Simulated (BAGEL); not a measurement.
# BSiNH4S (SMILES S[SiH]1BN1) at HF/6-31G(d) (density fitting with qzvpp-jkfit, spherical functions)

What is the vertical singlet–triplet gap of BSiNH4S at HF/6-31G* (density fitting with qzvpp-jkfit, spherical functions)? 

The results are computed with BAGEL 1.2.2.

1 further run of the same task is left out (it didn't finish). Runs told in other sessions of the task aren't counted.

**1. The system as given**

The species is BSiNH4S (8 atoms), meant as a singlet with charge 0. SMILES: `S[SiH]1BN1`. The shape is that of a PBE0-D4/def2-TZVP optimisation. This is one conformer, not always the lowest.

Bond lengths: S1–Si2 2.130 Å, Si2–B3 1.919 Å, Si2–N4 1.750 Å, B3–N4 1.383 Å, S1–H5 1.344 Å, Si2–H6 1.482 Å, B3–H7 1.188 Å, N4–H8 1.010 Å. Some angles: S1–Si2–B3 124.2°, S1–Si2–N4 118.5°, B3–Si2–N4 44.0°, Si2–B3–N4 61.5°, Si2–N4–B3 74.5°, S1–Si2–H6 108.2°, B3–Si2–H6 127.6°, N4–Si2–H6 114.3°, Si2–S1–H5 95.1°, Si2–B3–H7 162.4°.

**2. A single-point energy at HF/6-31G(d) (density fitting with qzvpp-jkfit, spherical functions)**

input.json

```json
{ "bagel" : [

{
  "title" : "molecule",
  "basis" : "6-31gs.json",
  "df_basis" : "qzvpp-jkfit",
  "angstrom" : true,
  "geometry" : [
    { "atom" : "S", "xyz" : [      -2.198700,      -0.554700,      -0.360400 ] },
    { "atom" : "Si", "xyz" : [      -0.326600,      -0.039100,       0.515400 ] },
    { "atom" : "B", "xyz" : [       1.350500,      -0.825500,       0.014200 ] },
    { "atom" : "N", "xyz" : [       0.999600,       0.392100,      -0.541100 ] },
    { "atom" : "H", "xyz" : [      -2.816800,       0.582000,       0.001900 ] },
    { "atom" : "H", "xyz" : [      -0.578800,       0.932200,       1.605800 ] },
    { "atom" : "H", "xyz" : [       2.264800,      -1.577600,      -0.080200 ] },
    { "atom" : "H", "xyz" : [       1.398200,       1.033600,      -1.211500 ] }
  ]
},

{ "title" : "hf" },

{ "title" : "print", "file" : "orbitals.molden", "orbitals" : true }

]}
```

The basis set 6-31G* is read from a file made from the Basis Set Exchange's data (not shown).

Started as:

```sh
$ BAGEL_NUM_THREADS=1 BAGEL input.json > input.out
```

Log:

```text
* using 1 threads per process

  ===============================================================
  ===============================================================

  *** Geometry ***

  { "atom" : "S", "xyz" : [     -4.154941,     -1.048231,     -0.681057 ] },
  { "atom" : "Si", "xyz" : [     -0.617185,     -0.073888,      0.973965 ] },
  { "atom" : "B", "xyz" : [      2.552075,     -1.559969,      0.026834 ] },
  { "atom" : "N", "xyz" : [      1.888970,      0.740962,     -1.022531 ] },
  { "atom" : "H", "xyz" : [     -5.322981,      1.099821,      0.003590 ] },
  { "atom" : "H", "xyz" : [     -1.093773,      1.761603,      3.034522 ] },
  { "atom" : "H", "xyz" : [      4.279852,     -2.981232,     -0.151556 ] },
  { "atom" : "H", "xyz" : [      2.642215,      1.953221,     -2.289403 ] },

  Number of auxiliary basis functions:      480

  Since a DF basis is specified, we compute 2- and 3-index integrals:
    o Being stored without compression. Storage requirement is 0.020 GB

  Number of basis functions:       72
  Number of electrons      :       46

    * METHOD: MOLECULE                             0.25

  *** RHF ***

  === Nuclear Repulsion ===
   186.9826419113

      * DIIS with orbital gradients will be used.

  === RHF iteration (6-31gs.json) ===
      0       -767.70903688          0.02178027           0.07
      1       -767.83149888          0.01495793           0.06
      2       -767.90430891          0.00178778           0.06
      3       -767.90643617          0.00045583           0.06
      4       -767.90656308          0.00009692           0.06
      5       -767.90657429          0.00002318           0.06
      6       -767.90657493          0.00000702           0.07
      7       -767.90657499          0.00000225           0.06
      8       -767.90657500          0.00000102           0.06
      9       -767.90657500          0.00000030           0.06
     10       -767.90657500          0.00000010           0.06
     11       -767.90657500          0.00000004           0.06
     12       -767.90657500          0.00000001           0.06
     13       -767.90657500          0.00000000           0.06
    * SCF iteration converged.

    * Permanent dipole moment:
           (   -0.362462,    -0.758432,    -0.011608) a.u.

    * METHOD: HF                                   1.09

    * METHOD: PRINT                                0.01

  ===============================================================
```

Run time: 1.5 s. Hardware: 1 thread of Arm Neoverse V1, shared host; peak memory 0.1 GiB.

**3. The triplet**

input.json

```json
{ "bagel": [

{
  "title": "molecule",
  "basis": "6-31gs.json",
  "df_basis": "qzvpp-jkfit",
  "angstrom": true,
  "geometry": [
    { "atom": "S", "xyz": [      -2.198700,      -0.554700,      -0.360400 ] },
    { "atom": "Si", "xyz": [      -0.326600,      -0.039100,       0.515400 ] },
    { "atom": "B", "xyz": [       1.350500,      -0.825500,       0.014200 ] },
    { "atom": "N", "xyz": [       0.999600,       0.392100,      -0.541100 ] },
    { "atom": "H", "xyz": [      -2.816800,       0.582000,       0.001900 ] },
    { "atom": "H", "xyz": [      -0.578800,       0.932200,       1.605800 ] },
    { "atom": "H", "xyz": [       2.264800,      -1.577600,      -0.080200 ] },
    { "atom": "H", "xyz": [       1.398200,       1.033600,      -1.211500 ] }
  ]
},

{ "title": "uhf", "nopen": 2 },

{ "title": "print", "file": "orbitals.molden", "orbitals": true }

]}
```

The basis set 6-31G* is read from a file made from the Basis Set Exchange's data (not shown).

Started as:

```sh
$ BAGEL_NUM_THREADS=1 BAGEL input.json > input.out
```

Log:

```text
* using 1 threads per process

  ===============================================================
  ===============================================================

  *** Geometry ***

  { "atom" : "S", "xyz" : [     -4.154941,     -1.048231,     -0.681057 ] },
  { "atom" : "Si", "xyz" : [     -0.617185,     -0.073888,      0.973965 ] },
  { "atom" : "B", "xyz" : [      2.552075,     -1.559969,      0.026834 ] },
  { "atom" : "N", "xyz" : [      1.888970,      0.740962,     -1.022531 ] },
  { "atom" : "H", "xyz" : [     -5.322981,      1.099821,      0.003590 ] },
  { "atom" : "H", "xyz" : [     -1.093773,      1.761603,      3.034522 ] },
  { "atom" : "H", "xyz" : [      4.279852,     -2.981232,     -0.151556 ] },
  { "atom" : "H", "xyz" : [      2.642215,      1.953221,     -2.289403 ] },

  Number of auxiliary basis functions:      480

  Since a DF basis is specified, we compute 2- and 3-index integrals:
    o Being stored without compression. Storage requirement is 0.020 GB

  Number of basis functions:       72
  Number of electrons      :       46

    * METHOD: MOLECULE                             0.25

  *** Open-shell HF ***

  === Nuclear Repulsion ===
   186.9826419113

      * DIIS with orbital gradients will be used.

  === UHF iteration (6-31gs.json) ===
      0       -767.49891046          0.04450060           0.13
      1       -767.65462025          0.02915726           0.13
      2       -767.70651451          0.01839459           0.13
      3       -767.73893304          0.00188931           0.13
      4       -767.74030953          0.00075643           0.13
      5       -767.74064480          0.00034271           0.13
      6       -767.74081380          0.00014080           0.13
      7       -767.74085875          0.00007766           0.13
      8       -767.74087687          0.00004786           0.13
      9       -767.74088351          0.00003690           0.13
     10       -767.74088971          0.00002805           0.13
     11       -767.74089502          0.00002001           0.13
     12       -767.74089780          0.00001216           0.13
     13       -767.74089893          0.00000768           0.13
     14       -767.74089920          0.00000520           0.13
     15       -767.74089932          0.00000313           0.13
     16       -767.74089935          0.00000204           0.13
     17       -767.74089937          0.00000142           0.13
     18       -767.74089937          0.00000108           0.13
     19       -767.74089938          0.00000084           0.13
     20       -767.74089938          0.00000069           0.13
     21       -767.74089938          0.00000047           0.13
     22       -767.74089938          0.00000027           0.13
     23       -767.74089938          0.00000018           0.13
     24       -767.74089938          0.00000010           0.13
     25       -767.74089938          0.00000006           0.13
     26       -767.74089938          0.00000003           0.13
     27       -767.74089938          0.00000002           0.13
     28       -767.74089938          0.00000002           0.12
     29       -767.74089938          0.00000001           0.12
     30       -767.74089938          0.00000001           0.13
    * SCF iteration converged.

    * S^2 (UHF) is 2.0145

    * Permanent dipole moment:
           (    0.519942,    -0.844746,    -0.324106) a.u.

    * METHOD: UHF                                  4.18

    * METHOD: PRINT                                0.01

  ===============================================================
```

It took 4.8 s on 1 thread of Arm Neoverse V1, shared host; peak memory 0.1 GiB.

**4. Outcome**

At HF/6-31G* (density fitting with qzvpp-jkfit, spherical functions):

| quantity | value |
| --- | --- |
| singlet: total energy | -767.90657 Eh |
| singlet: dipole moment | 2.14 D |
| singlet: HOMO energy | -9.62 eV |
| singlet: LUMO energy | 3.45 eV |
| singlet: HOMO–LUMO gap | 13.07 eV |
| triplet: total energy | -767.74090 Eh |
| triplet: dipole moment | 2.65 D |
| triplet: ⟨S²⟩ | 2.014 |
| vertical energy of the triplet above the singlet | 4.508 eV |

**Reading.** At this shape the triplet lies 4.51 eV (104 kcal/mol) above the singlet.
